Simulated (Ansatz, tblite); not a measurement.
# The cluster Sn₁₀H₁₄O: rung by rung

Aim: run the singlet of the cluster Sn₁₀H₁₄O at one geometry on many levels, and compare frontier levels, spin and run time.

Program: Ansatz 0.2.0, Gaussian basis. Level of theory: as each input shows. These are calculated values, not measurements.

Plan: GFN1-xTB, GFN2-xTB, PBE-D4/def2-TZVP, r2SCAN-D4/def2-TZVP, ωB97X-V/def2-TZVP, LC-ωPBE/def2-TZVP, r2SCANh-D4/def2-TZVP, PBE-D4/def2-SVP, PBE0-D4/def2-SVP, MP2/def2-SVP, RPA/def2-SVP.

5 further runs of the same task are left out: 5 set aside as unsound or not needed.

## (1) The structure

The singlet was relaxed beforehand with PBE-D4/def2-SVP.

25 atoms, charge 0, spin multiplicity 1.

Bond lengths: Sn1–Sn7 2.816 Å, Sn1–Sn8 2.816 Å, Sn1–H12 1.736 Å, Sn1–H13 1.736 Å, Sn2–Sn7 2.817 Å, Sn2–Sn9 2.826 Å, Sn2–H14 1.738 Å, Sn2–H15 1.736 Å, Sn3–Sn7 2.817 Å, Sn3–Sn10 2.826 Å, Sn3–H16 1.737 Å, Sn3–H17 1.736 Å, Sn4–Sn8 2.817 Å, Sn4–Sn10 2.826 Å, Sn4–H18 1.737 Å, Sn4–H19 1.736 Å, Sn5–Sn9 2.854 Å, Sn5–Sn10 2.854 Å and more. Angles: Sn7–Sn1–Sn8 109.1°, Sn7–Sn1–H12 110.0°, Sn7–Sn1–H13 110.0°, Sn8–Sn1–H12 110.1°, Sn8–Sn1–H13 110.0°, H12–Sn1–H13 107.6°, Sn7–Sn2–Sn9 110.2°, Sn7–Sn2–H14 109.7°, Sn7–Sn2–H15 110.6°, Sn9–Sn2–H14 109.0°, Sn9–Sn2–H15 109.8°, H14–Sn2–H15 107.6°, Sn7–Sn3–Sn10 110.2°, Sn7–Sn3–H16 109.8°, Sn7–Sn3–H17 110.3°, Sn10–Sn3–H16 109.2°, Sn10–Sn3–H17 109.7°, H16–Sn3–H17 107.6° and more.

Sn takes a core potential in the def2 sets. No spin-orbit coupling is included.

PBE0-D4/def2-TZVP was run before; its log isn't repeated, and its numbers join the tables.

## (2) GFN1-xTB

Tight binding, by tblite at 300 K electronic temperature and without a spin-polarisation term:

```python
tblite.interface.Calculator('GFN1-xTB', numbers, positions, charge=0, uhf=0).singlepoint()
```

Energy -1018.3786 eV, HOMO -10.62 eV, LUMO -9.09 eV; 0.057 s.

## (3) GFN2-xTB

Tight binding, by tblite at 300 K electronic temperature and without a spin-polarisation term:

```python
tblite.interface.Calculator('GFN2-xTB', numbers, positions, charge=0, uhf=0).singlepoint()
```

Energy -880.6622 eV, HOMO -10.67 eV, LUMO -9.65 eV; 0.084 s.

## (4) PBE-D4/def2-TZVP

start.molden holds the orbitals of an earlier run on this state, given as this run's starting guess.

Input file in.yaml:

```yaml
crystal:
  periodic: [false, false, false]
  atoms:
    - {symbol: Sn, position_ang: [0.017498, -3.110787, 0.022102]}
    - {symbol: Sn, position_ang: [-0.012777, 0.102003, -3.262949]}
    - {symbol: Sn, position_ang: [-3.262315, 0.121487, 0.026700]}
    - {symbol: Sn, position_ang: [0.009668, 0.146517, 3.260832]}
    - {symbol: Sn, position_ang: [-0.016847, 3.370526, -0.019504]}
    - {symbol: Sn, position_ang: [3.260254, 0.158347, -0.032475]}
    - {symbol: Sn, position_ang: [-1.626971, -1.497986, -1.598479]}
    - {symbol: Sn, position_ang: [1.643998, -1.455363, 1.617653]}
    - {symbol: Sn, position_ang: [1.646615, 1.771661, -1.699496]}
    - {symbol: Sn, position_ang: [-1.669107, 1.774574, 1.674256]}
    - {symbol: O, position_ang: [-0.023605, 5.251215, -0.028092]}
    - {symbol: H, position_ang: [1.004549, -4.138567, -0.970003]}
    - {symbol: H, position_ang: [-0.959079, -4.133012, 1.030216]}
    - {symbol: H, position_ang: [0.985315, -0.911531, -4.260963]}
    - {symbol: H, position_ang: [-0.994981, 1.070815, -4.316033]}
    - {symbol: H, position_ang: [-4.273366, -0.876973, 1.025900]}
    - {symbol: H, position_ang: [-4.302926, 1.104668, -0.954726]}
    - {symbol: H, position_ang: [-0.973934, -0.866397, 4.273163]}
    - {symbol: H, position_ang: [0.980180, 1.141585, 4.300361]}
    - {symbol: H, position_ang: [4.281175, -0.844411, -1.017199]}
    - {symbol: H, position_ang: [4.291921, 1.165154, 0.934283]}
    - {symbol: H, position_ang: [-2.643573, -2.499670, -2.597041]}
    - {symbol: H, position_ang: [2.672241, -2.431244, 2.629787]}
    - {symbol: H, position_ang: [2.628953, 2.791364, -2.710588]}
    - {symbol: H, position_ang: [-2.662887, 2.796025, 2.672308]}
basis:
  gaussian: {orbitals: def2-TZVP, fitting: {mean_field: def2-universal-jkfit}, initial_orbitals: start.molden}
hamiltonian: {xc: pbe, dispersion: d4}
scf: {omitted_lower_state_checks: [starts]}
output: {orbitals: {seedname: orbitals}}
```

Started as:

```
ansatz run in.yaml --threads 2 --pin off --events-out ev --progress --plain --max-ram 32768MiB --backend cuda --devices 0, --max-vram 18GiB
```

The runs that follow: r2SCAN-D4/def2-TZVP; ωB97X-V/def2-TZVP; LC-ωPBE/def2-TZVP; r2SCANh-D4/def2-TZVP; PBE-D4/def2-SVP; PBE0-D4/def2-SVP; MP2/def2-SVP; RPA/def2-SVP.

Q: Predict the results of all the runs planned. Wanted: gap in def2-TZVP, named functionals, smallest and largest; correlation energy, MP2/def2-SVP; binding an atom, functionals in def2-TZVP; PBE0 total energy, smallest basis above largest.

**Answer**, as computed:

```
                                                 quantity                                value
gap in def2-TZVP, named functionals, smallest and largest  1.82 eV (PBE-D4), 7.56 eV (LC-ωPBE)
                         correlation energy, MP2/def2-SVP                            -35.99 eV
                binding an atom, functionals in def2-TZVP  2.38 (LC-ωPBE) to 2.50 eV (ωB97X-V)
          PBE0 total energy, smallest basis above largest        4.63 eV (def2-SVP, def2-TZVP)
```

Orbital gaps of the named functionals in def2-TZVP span 1.82 eV (PBE-D4) to 7.56 eV (LC-ωPBE); exact exchange widens it.
